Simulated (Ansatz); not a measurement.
# C4H2F2Si: basis-set convergence

Aim: see how fast density functionals converge with the basis set for C4H2F2Si.

Program: Ansatz 0.2.0, Gaussian basis. Level of theory: one geometry, several basis sets. These are calculated values, not measurements.

Plan: PBE0-D4/def2-SVP; ωB97M-V/def2-SVP; PBE0-D4/def2-QZVPP; ωB97M-V/def2-QZVPP; the functionals' def2-TZVPP values are taken from earlier runs.

**1. The relaxed structure**

An earlier PBE0-D4 in a triple-zeta def2 set relaxation fixed the geometry.

SMILES `C#C[Si](F)(F)C#C`, 9 atoms, charge 0, spin multiplicity 1.

Atoms are counted from 1 here; the program's logs count them from 0.

Bond lengths: C1–C2 1.205 Å, C1–H8 1.067 Å, C2–Si3 1.802 Å, Si3–F4 1.578 Å, Si3–F5 1.578 Å, Si3–C6 1.802 Å, C6–C7 1.205 Å, C7–H9 1.067 Å. Angles: C2–C1–H8 179.8°, C1–C2–Si3 178.9°, C2–Si3–F4 109.4°, C2–Si3–F5 109.4°, C2–Si3–C6 112.0°, F4–Si3–F5 107.2°, F4–Si3–C6 109.4°, F5–Si3–C6 109.4°, Si3–C6–C7 178.8°, C6–C7–H9 179.8°.

**2. PBE0-D4 in def2-SVP**

in.yaml

```yaml
crystal:
  periodic: [false, false, false]
  atoms:
    - {symbol: C, position_ang: [0.701351, -2.470246, 0.470684]}
    - {symbol: C, position_ang: [0.551982, -1.400132, -0.061875]}
    - {symbol: Si, position_ang: [0.310968, 0.212613, -0.829460]}
    - {symbol: F, position_ang: [-0.471864, 0.033814, -2.188124]}
    - {symbol: F, position_ang: [1.715843, 0.840941, -1.179170]}
    - {symbol: C, position_ang: [-0.599074, 1.341837, 0.240539]}
    - {symbol: C, position_ang: [-1.208391, 2.079182, 0.972749]}
    - {symbol: H, position_ang: [0.835412, -3.418920, 0.939178]}
    - {symbol: H, position_ang: [-1.747725, 2.734713, 1.618378]}
basis:
  gaussian: {orbitals: def2-SVP}
hamiltonian: {xc: pbe0, dispersion: d4}
output: {orbitals: {seedname: orbitals}}
```

Started as:

```
$ ansatz run in.yaml --threads 4 --pin off --events-out ev --progress --plain --max-ram 10444MiB
```

The runs that follow: ωB97M-V in def2-SVP; PBE0-D4 in def2-QZVPP; ωB97M-V in def2-QZVPP.

**Question.** What will the summary of the whole plan be? Wanted: PBE0-D4: double and triple zeta above quadruple; ωB97M-V: double and triple zeta above quadruple.

**Answer**, as computed:

| quantity | value |
| --- | --- |
| PBE0-D4: double and triple zeta above quadruple | 15.48, 0.80 eV |
| ωB97M-V: double and triple zeta above quadruple | 15.70, 0.73 eV |

What this shows: For PBE0-D4 the step from double to triple zeta gains 14.68 eV and the next only 0.80 eV. These are total energies; as a rule much of such shifts cancels in differences, which this series doesn't test.
